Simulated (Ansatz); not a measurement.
# H6OSeSi: the cost of one run

Computed with Ansatz 0.2.0, Gaussian basis. Level: PBE0-D4, def2-SVP first, then def2-TZVP.

152 further runs of the same task are left out: 152 set aside as unsound or not needed. Runs told in other sessions of the task aren't counted.

## (1) The system as given

The guess: 9 atoms, charge 0, spin multiplicity 1.

Atoms are counted from 1 here; the program's logs count them from 0.

Bond lengths: Si1–H3 1.450 Å, Si1–H4 1.441 Å, Si1–O5 1.591 Å, O5–H8 0.960 Å, Se7–H9 1.412 Å. Angles: H3–Si1–H4 125.5°, H3–Si1–O5 100.2°, H4–Si1–O5 121.3°, Si1–O5–H8 124.6°.

Coordinates:

```mol
H6OSeSi
  3D, bonds by distance, orders not assigned

  9  5  0  0  0  0  0  0  0  0999 V2000
   -0.8394   -0.5295    0.4896 Si  0  0
    0.7294   -1.4697   -0.4043 H   0  0
   -1.7205   -1.5222   -0.0931 H   0  0
   -0.2045   -0.6279    1.7800 H   0  0
   -1.5764    0.8037    0.0319 O   0  0
    1.4943   -1.0084   -0.5376 H   0  0
    1.7505    1.1163   -0.0212 Se  0  0
   -1.2036    1.6851    0.1065 H   0  0
    1.5702    1.5527   -1.3518 H   0  0
  1  3  8  0
  1  4  8  0
  1  5  8  0
  5  8  8  0
  7  9  8  0
M  END
```

Distances that are to change: Si1–Se7 3.11 Å, H2–H6 0.90 Å, Si1–H2 2.04 Å, H6–Se7 2.20 Å.

## (2) Constrained relaxation of the guess

Contents of hold/in.yaml:

```yaml
crystal:
  periodic: [false, false, false]
  atoms:
    - {symbol: Si, position_ang: [-0.839400, -0.529500, 0.489600]}
    - {symbol: H, position_ang: [0.729400, -1.469700, -0.404300]}
    - {symbol: H, position_ang: [-1.720500, -1.522200, -0.093100]}
    - {symbol: H, position_ang: [-0.204500, -0.627900, 1.780000]}
    - {symbol: O, position_ang: [-1.576400, 0.803700, 0.031900]}
    - {symbol: H, position_ang: [1.494300, -1.008400, -0.537600]}
    - {symbol: Se, position_ang: [1.750500, 1.116300, -0.021200]}
    - {symbol: H, position_ang: [-1.203600, 1.685100, 0.106500]}
    - {symbol: H, position_ang: [1.570200, 1.552700, -1.351800]}
basis:
  gaussian: {orbitals: def2-SVP}
hamiltonian: {xc: pbe0, dispersion: d4}
relax: {f_tol: 0.04, max_steps: 150, escape_saddle: false, constraints: [{distance: [0, 6]}, {distance: [1, 5]}, {distance: [0, 1]}, {distance: [5, 6]}]}
```

Launch:

```bash
$ ansatz run in.yaml --threads 4 --pin off --events-out ev --progress --plain --max-ram 9574MiB
```

**Question.** How long does this run take on 4 threads of Arm Neoverse V1, shared host?

About 20 s.
